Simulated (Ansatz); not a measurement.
# LaCu5: the cost of one run

Program: Ansatz 0.2.0 through its Python package. Level of theory: DFT PBEsol, plane waves, PAW. These are calculated values, not measurements.

### Step 1. Starting point

It takes space group P6/mmm (No. 191, hexagonal). Conventional cell: a = 5.128 Å, b = 5.128 Å, c = 4.074 Å, α = 90.00°, β = 90.00°, γ = 120.00°. Around La (site symmetry 6/mmm) lie 18 Cu at 2.96 to 3.27 Å. Cu (site symmetry mmm) is surrounded by 8 Cu at 2.52 to 2.56 Å. Cu (site symmetry -6m2) is surrounded by 9 Cu at 2.52 to 2.96 Å and 3 La at 2.96 Å.

lacu5.cif, read by the script:

```cif
data_LaCu5
_cell_length_a 5.128459
_cell_length_b 5.128459
_cell_length_c 4.073577
_cell_angle_alpha 90.00000
_cell_angle_beta 90.00000
_cell_angle_gamma 120.00000
_symmetry_space_group_name_H-M 'P 1'
_symmetry_Int_Tables_number 1
loop_
_symmetry_equiv_pos_as_xyz
'x, y, z'
loop_
_atom_site_label
_atom_site_type_symbol
_atom_site_fract_x
_atom_site_fract_y
_atom_site_fract_z
La1 La    0.000000    0.000000    0.000000
Cu2 Cu    0.000000    0.500000    0.500000
Cu3 Cu    0.333333    0.666667    0.000000
Cu4 Cu    0.666667    0.333333    0.000000
Cu5 Cu    0.500000    0.000000    0.500000
Cu6 Cu    0.500000    0.500000    0.500000
```

### Step 2. Script

Contents of ecut.py:

```python
import ansatz as az
from ase.io import read
import pandas as pd

KMESH = (5, 5, 6)
FILLING = "fermi_dirac"
XC = "PBEsol"

atoms = read("lacu5.cif")
system = az.Crystal.from_ase(atoms)

model = (
    system.calculation()
    .kpoints(*KMESH)
    .occupations(FILLING)
    .functional(XC)
)

rows = []
for value in [250, 350, 450, 550, 650, 750]:
    report = model.basis(value).run(threads=1).report
    rows.append((value, report["free_energy_ev"] / len(report["lattice"]["sites"]), report["n_iterations"], report["n_pw"]))

table = pd.DataFrame(rows, columns=["cutoff (eV)", "F/atom (eV)", "iterations", "plane waves"])
print(table.round(5).to_string(index=False))

for row in rows[:-1]:
    shift = 1000 * (row[1] - rows[-1][1])
    print(f"{row[0]}: {shift:+.2f} meV/atom" + ("  (within 1 meV)" if abs(shift) < 1 else ""))
```

### Step 3. The calls as engine input

The engine receives this input (first run):

```yaml
crystal:
  lattice:
    - [5.128459, 0.0, 0.0]
    - [-2.564229499999999, 4.4413757762669395, 0.0]
    - [0.0, 0.0, 4.073577]
  atoms:
    - { symbol: La, position: [0.0, 0.0, 0.0] }
    - { symbol: Cu, position: [0.0, 0.5, 0.5] }
    - { symbol: Cu, position: [0.333333, 0.666667, 0.0] }
    - { symbol: Cu, position: [0.666667, 0.333333, 0.0] }
    - { symbol: Cu, position: [0.5, 0.0, 0.5] }
    - { symbol: Cu, position: [0.5, 0.5, 0.5] }
basis:
  ecutwfc: 250.0
kpoints:
  mp_grid:
    grid: [5, 5, 6]
hamiltonian:
  xc: pbesol
scf:
  occupations:
    method: fermi_dirac
```

### Step 4. The run

On the command line:

```bash
> python ecut.py
```

Q: Estimate wall time and peak memory on 1 thread of Arm Neoverse V1, shared host.

About 50 s, with a peak of 0.7 GiB.
